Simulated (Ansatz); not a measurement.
Ba2Tl5V3O12:

```
Ba V Tl O
1.0
     4.23698    2.44622    6.12840
    -4.23698    2.44622    6.12840
     0.00000   -4.89244    6.12840
Ba V Tl O
2 3 5 12
Direct
  0.50000 0.50000 0.50000
  0.00000 0.00000 0.00000
  0.50000 0.50000 0.00000
  0.00000 0.50000 0.50000
  0.50000 0.00000 0.50000
  0.00000 0.00000 0.50000
  0.50000 0.00000 0.00000
  0.00000 0.50000 0.00000
  0.74045 0.74045 0.74045
  0.25955 0.25955 0.25955
  0.71652 0.08089 0.41242
  0.41242 0.71652 0.08089
  0.08089 0.41242 0.71652
  0.58757 0.91911 0.28348
  0.91911 0.28348 0.58757
  0.28348 0.58757 0.91911
  0.28348 0.91911 0.58757
  0.58757 0.28348 0.91911
  0.91911 0.58757 0.28348
  0.41242 0.08089 0.71652
  0.08089 0.71652 0.41242
  0.71652 0.41242 0.08089
```

The cell was built by a generator and needn't be a form met in nature.

Base run:

| Item | Value |
| --- | --- |
| Program | Ansatz 0.2.0 |
| Functional | PBE |
| Potentials or basis | Ansatz PAW |
| Cutoff | 420 eV (not typed: the program's choice for these potentials) |
| k mesh | 4 × 4 × 4 |
| Occupations | fermi-dirac, width 0.05 eV |
| Spin | collinear spin, ferromagnetic start |
| Starting moments | [0.0, 0.0, 2.0, 2.0, 2.0, 0.0, 0.0, 0.0, 0.0, 0.0, 0.0, 0.0, 0.0, 0.0, 0.0, 0.0, 0.0, 0.0, 0.0, 0.0, 0.0, 0.0] μB |
| Hubbard terms | V d U = 6 eV |

Its results: band gap on the k mesh none (metal or under the smearing width); pressure 2.1 GPa; net moment 1.63 μB per cell; site moments Ba -0.00; V +0.68; Tl -0.00, -0.01; O -0.09 μB; largest force 0.702 eV/Å.

Q: The run is repeated on the same cell with these changes: potentials or basis from Ansatz PAW to Ansatz NC; cutoff from 420 eV (not typed: the program's choice for these potentials) to 1240 eV (not typed: the program's choice for these potentials); hubbard terms from V d U = 6 eV to none; hubbard projectors from ortho-atomic (the default) to none. What comes out?

A: Band gap on the k mesh none (metal or under the smearing width); pressure 0.0 GPa; net moment 1.10 μB per cell; site moments Ba +0.00, -0.00; V +0.24; Tl -0.00, +0.02; O -0.02 μB; largest force 0.018 eV/Å.

Caveats: the magnetic or orbital state may not be the lowest (some runs); semilocal functionals often make such compounds metallic where correlation or magnetic order opens a gap, which also shifts bond lengths (some runs).
